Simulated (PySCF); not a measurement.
# CH9GeN3: the cost of one run

Programs: PySCF 2.14.0, with density-fitted response routines of our own. Each step states its level of theory. These are calculated values for one molecule in the gas phase, unless marked as measured. Atoms count from 0, in the outputs and in this text.

### Step 1. The molecule as given

14 atoms, charge 0, multiplicity 1; geometry from: GFN2-xTB. The atoms were then displaced at random by about 0.01 Å, so the start is not that level's minimum.

Bonds of the start (Å): C0–N1 1.43, N1–Ge2 1.82, Ge2–N3 1.84, Ge2–N4 1.82, C0–H5 1.10, C0–H6 1.12, C0–H7 1.08, N1–H8 1.03, Ge2–H9 1.53, N3–H10 1.02, N3–H11 0.98, N4–H12 1.00, N4–H13 0.99.

### Step 2. Geometry optimisation at PBE0-D3(BJ)/def2-SVP

Job settings and geometry (Å):

```
{"job": {"xc": "PBE0", "basis": "def2-SVP", "d3": "d3bj", "grid": 1, "shake": 0.01, "kind": "geom"}, "charge": 0, "multiplicity": 1}
C     -1.857970    -0.245050    -0.171820
N     -1.072540    -0.185950     1.023260
Ge     0.714750     0.122680     0.955600
N      1.168050     1.421520    -0.263040
N      1.694400    -1.296080     0.361470
H     -2.787350    -0.800590     0.000190
H     -2.163400     0.772270    -0.532020
H     -1.289670    -0.696220    -0.971510
H     -1.561760     0.286180     1.794770
H      1.134700     0.347430     2.413170
H      0.741970     2.335030    -0.081330
H      2.125180     1.520700    -0.452610
H      1.479470    -2.160750     0.815960
H      1.667020    -1.436230    -0.619820
```

Run with:

```console
$ OMP_NUM_THREADS=1 python probes_run.py task.json out
```

The driver reads the jobs from task.json and runs them one after another.

Q: Estimate the wall time and peak memory of this first job on 1 thread of Arm Neoverse V2, shared host.

About 78 s, with a peak of 0.53 GiB.
